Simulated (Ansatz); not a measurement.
The system is HfIn4SiO6.

```
Hf In Si O
1.0
     3.23023   -5.57768   -0.02470
     3.23023    5.57768   -0.02470
    -1.49068    0.00000    6.32030
Hf In Si O
1 4 1 6
Cartesian
  0.6440 0.0000 0.0526
  4.1040 -1.7301 0.0202
  4.1040 1.7301 0.0202
  1.7482 -1.8121 3.0400
  1.7482 1.8121 3.0400
  4.8557 0.0000 2.7718
  4.0293 -1.3765 2.3731
  4.0293 1.3765 2.3731
  -0.2525 0.0000 1.8631
  5.2892 0.0000 4.3477
  1.7422 -1.5806 0.4557
  1.7422 1.5806 0.4557
```

The cell was built by a generator and needn't be a form met in nature.

Base run:

* Program: Ansatz 0.2.0
* Functional: PBE
* Potentials or basis: Ansatz PAW
* Cutoff: 420 eV (not typed: the program's choice for these potentials)
* k mesh: 5 × 5 × 4
* Occupations: fermi-dirac, width 0.05 eV
* Spin: no spin polarisation
* Hubbard terms: Hf d U = 2 eV

Its results: band gap on the k mesh 0.63 eV, indirect (least direct gap 0.88 eV); pressure 0.3 GPa; largest force 0.221 eV/Å.

**Question.** The run is repeated on the same cell with these changes: hubbard terms from Hf d U = 2 eV to Hf d U = 8 eV. What comes out?

**Answer.** Band gap on the k mesh 0.56 eV, indirect (least direct gap 0.81 eV); pressure 1.6 GPa; largest force 1.040 eV/Å.

Caveats: odd divisions of the mesh miss points on the zone boundary, where band edges often lie, so the gap on the mesh can be too wide; spin-orbit coupling is left out, which moves the levels of the heavy elements; forces of over 1 eV/Å show positions far from the minimum, so gaps and moduli don't describe the material at rest (some runs).

A k mesh can miss the band edges.
